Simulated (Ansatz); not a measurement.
# C2H5ClFIn: geometry and vibrations

The task is to find a stationary geometry of C2H5ClFIn, then compute its harmonic vibrations to see whether it is a minimum and to get the zero-point energy and entropy, and look at its orbitals and charge.

Computed with Ansatz 0.2.0, Gaussian basis. Level: RKS PBE0-D4/def2-TZVP.

Plan: relaxation at PBE0-D4/def2-TZVP; harmonic vibrations at the same level; a single point in def2-TZVPP for the fields.

1 further run of the same task is left out (for a known fault of the program).

## (1) Where the work starts

SMILES `C[CH2][In]([F])[Cl]`, 10 atoms, charge 0, spin multiplicity 1.

Atoms are counted from 1 here; the program's logs count them from 0.

Bond lengths: C1–C2 1.505 Å, C1–H6 1.090 Å, C1–H7 1.091 Å, C1–H8 1.090 Å, C2–In3 2.283 Å, C2–H9 1.088 Å, C2–H10 1.088 Å, In3–F4 1.995 Å, In3–Cl5 2.324 Å. Angles: C2–C1–H6 111.1°, C2–C1–H7 109.7°, C2–C1–H8 110.9°, H6–C1–H7 108.7°, H6–C1–H8 108.1°, H7–C1–H8 108.4°, C1–C2–In3 108.5°, C1–C2–H9 113.2°, C1–C2–H10 113.7°, In3–C2–H9 104.9°, In3–C2–H10 105.7°, H9–C2–H10 110.3°, C2–In3–F4 106.9°, C2–In3–Cl5 142.8°, F4–In3–Cl5 110.2°.

Coordinates:

```tsv
atom	x (Å)	y (Å)	z (Å)
C1	0.1689	-1.0692	0.8585
C2	0.6489	0.3167	0.5226
In3	-0.5625	1.0931	-1.2498
F4	-1.5279	-0.4718	-2.0244
Cl5	-1.0589	3.0198	-2.4516
H6	-0.8603	-1.0515	1.2160
H7	0.8015	-1.4995	1.6368
H8	0.2119	-1.7173	-0.0163
H9	1.6831	0.3412	0.1858
H10	0.4952	1.0385	1.3224
```

The start is a GFN2-xTB geometry. In takes the def2 core potential; no spin-orbit term is included.

## (2) Geometry optimisation, PBE0-D4/def2-TZVP

Input file in.yaml:

```yaml
crystal:
  periodic: [false, false, false]
  atoms:
    - {symbol: C, position_ang: [0.168870, -1.069170, 0.858530]}
    - {symbol: C, position_ang: [0.648940, 0.316700, 0.522560]}
    - {symbol: In, position_ang: [-0.562490, 1.093120, -1.249790]}
    - {symbol: F, position_ang: [-1.527890, -0.471780, -2.024390]}
    - {symbol: Cl, position_ang: [-1.058920, 3.019790, -2.451620]}
    - {symbol: H, position_ang: [-0.860260, -1.051530, 1.216030]}
    - {symbol: H, position_ang: [0.801500, -1.499500, 1.636850]}
    - {symbol: H, position_ang: [0.211930, -1.717310, -0.016340]}
    - {symbol: H, position_ang: [1.683100, 0.341180, 0.185770]}
    - {symbol: H, position_ang: [0.495230, 1.038500, 1.322400]}
basis:
  gaussian: {orbitals: def2-TZVP}
hamiltonian: {xc: pbe0, dispersion: d4}
relax: {f_tol: 0.005, max_steps: 150}
```

Started as:

```
$ ansatz run in.yaml --threads 4 --pin off --events-out ev --progress --plain --max-ram 10444MiB
```

After this run come: Vibrations by finite differences; A single point for the fields.

**Question.** What will the summary of the whole plan be? Wanted: point group; shift from the start; total energy; dispersion term; dipole moment; lowest, highest wavenumber; zero-point energy; HOMO, LUMO.

**Answer**, as computed:

```
                  quantity            value
               point group               Cs
                     steps               21
shift from the start (rms)          0.248 Å
              total energy   -22564.5967 eV
           dispersion term         -169 meV
             dipole moment           4.48 D
lowest, highest wavenumber    18, 3141 cm⁻¹
         zero-point energy     177.3 kJ/mol
       entropy at 298.15 K  396.4 J/(mol K)
                HOMO, LUMO  -8.34, -1.60 eV
```

**Reading.** The relaxed geometry lies 0.25 Å (rms) from the start; the bond that changed most is C2–In3, from 2.283 to 2.141 Å. All wavenumbers are real, so the end point is a minimum. The stiffest mode, 3141 cm⁻¹, is a C–H stretch, and 4 modes under 200 cm⁻¹ make the vibrational entropy uncertain. Harmonic hybrid wavenumbers usually lie a few per cent above measured fundamentals. The largest Mulliken charge, +0.94 e, sits on In3. The HOMO lies mostly on Cl5 30 %; C2 25 % and the LUMO on In3 38 %; Cl5 17 %.
